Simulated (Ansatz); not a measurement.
# LaCoPO (P4/nmm): equation of state with a fit, by script

Wanted for LaCoPO (P4/nmm): an equation of state with a fit.

All numbers are computed with the Python package of Ansatz 0.2.0. Level of theory: DFT PBE, plane waves, PAW.

## (1) The structure

The structure is tetragonal, space group P4/nmm (No. 129). Conventional cell: a = 3.991 Å, b = 3.991 Å, c = 8.265 Å, α = 90.00°, β = 90.00°, γ = 90.00°. La (site symmetry 4mm) has 4 O at 2.36 Å in its first shell of neighbours. Co (site symmetry -4m2) is surrounded by 4 P at 2.22 Å. P (site symmetry 4mm) is surrounded by 4 Co at 2.22 Å. O (site symmetry -4m2) is surrounded by 4 La at 2.36 Å.

No structure file is read: the coordinates are typed or built in the script.

## (2) The script

Contents of lacopo_eos.py:

```python
# -*- coding: utf-8 -*-
"""Energy against volume for LaCoPO, with a fit."""

import ansatz as az
from ase.eos import EquationOfState
from ase.units import GPa
import numpy as np

XC = "PBE"
FILLING = "fermi_dirac"
WIDTH_EV = 0.05
ECUT = 500
KMESH = (7, 7, 4)

vectors0 = np.array([
    [3.991256, 0.0, 0.0],
    [0.0, 3.991256, 0.0],
    [0.0, 0.0, 8.264926],
])
sites = [
    ("La", (0.0, 0.5, 0.846868), 0.0),
    ("La", (0.5, 0.0, 0.153132), 0.0),
    ("Co", (0.5, 0.5, 0.5), 2.5),
    ("Co", (0.0, 0.0, 0.5), -2.5),
    ("P", (0.5, 0.0, 0.618369), 0.0),
    ("P", (0.0, 0.5, 0.381631), 0.0),
    ("O", (0.0, 0.0, 0.0), 0.0),
    ("O", (0.5, 0.5, 0.0), 0.0),
]


def make_crystal(cell):
    crystal = az.Crystal(lattice=az.Lattice.of(cell))
    for symbol, position, moment in sites:
        crystal = crystal.atom(symbol, position, moment=moment or None)
    return crystal


def main():
    # uniform scaling of the cell
    volumes, energies, pressures = [], [], []
    for scale in np.linspace(0.95, 1.07, 5):
        cell = vectors0 * scale ** (1 / 3)
        base = (
            make_crystal(cell).calculation()
            .spin(az.SpinTreatment.COLLINEAR)  # spin-polarised run
            .functional(XC)
            .occupations(FILLING, width=WIDTH_EV)
            .basis(ECUT)
            .kpoints(*KMESH)
            .stress()
        )
        summary = base.run(threads=1, backend="cpu").report
        volumes.append(abs(np.linalg.det(cell)) / len(sites))
        energies.append(summary["free_energy_ev"] / len(sites))
        pressures.append(np.trace(summary["stress_gpa"]) / 3)
        print(f"V = {volumes[-1]:8.4f} A^3/atom  F = {energies[-1]:.5f} eV/atom  P = {pressures[-1]:8.3f} GPa")

    eos = EquationOfState(volumes, energies, eos="birchmurnaghan")
    v0, e0, bulk = eos.fit()
    print(f"V0 = {v0:.4f} A^3/atom, E0 = {e0:.5f} eV/atom, B = {bulk / GPa:.1f} GPa")


if __name__ == "__main__":
    main()
```

## (3) What the engine is handed

The package turns the script's settings into the engine's input (first run):

```yaml
crystal:
  lattice:
    - [3.9235945219923676, 0.0, 0.0]
    - [0.0, 3.9235945219923676, 0.0]
    - [0.0, 0.0, 8.124815441122367]
  atoms:
    - { symbol: La, position: [0.0, 0.5, 0.846868] }
    - { symbol: La, position: [0.5, 0.0, 0.153132] }
    - { symbol: Co, position: [0.5, 0.5, 0.5], spin: 2.5 }
    - { symbol: Co, position: [0.0, 0.0, 0.5], spin: -2.5 }
    - { symbol: P, position: [0.5, 0.0, 0.618369] }
    - { symbol: P, position: [0.0, 0.5, 0.381631] }
    - { symbol: O, position: [0.0, 0.0, 0.0] }
    - { symbol: O, position: [0.5, 0.5, 0.0] }
basis:
  ecutwfc: 500.0
kpoints:
  mp_grid:
    grid: [7, 7, 4]
hamiltonian:
  xc: pbe
magnetization:
  spin_polarized: true
scf:
  occupations:
    method: fermi_dirac
    width: 0.05
output:
  stress: true
```

## (4) The run

Run with:

```bash
python lacopo_eos.py
```

**Question.** Where does the minimum lie against the volume typed, and how stiff is the crystal?

As calculated:

```
                      quantity           value
                 runs compared               5
               range of energy  24.42 meV/atom
lowest point, volume (Å³/atom)          16.622
      equilibrium volume (fit)   16.55 Å³/atom
            bulk modulus (fit)         130 GPa
```

A third-order Birch-Murnaghan fit through the 5 points has its minimum at 16.55 Å³ an atom, 0.6 % above the typed cell, with a bulk modulus of 130 GPa and dB/dP = 4.4. From that minimum the energy rises by 22.9 meV an atom on the compressed side and 24.5 meV on the expanded side. Notes:
- The SCF didn't keep the moments it started from (some shrank, vanished or turned); what is printed is the state reached.
- Shape and fractional positions are held along the curve, so the bulk modulus is an upper value where they are free to relax.
- Pressure is positive in compression.
- Without a Hubbard U or exact exchange, semilocal functionals often make such 3d compounds metallic or too weakly gapped.
- This cell is a computed structure, which may not be the phase found in nature. The starting moments were not kept in at least one run, so it stands on a weaker or other magnetic state than the one typed.
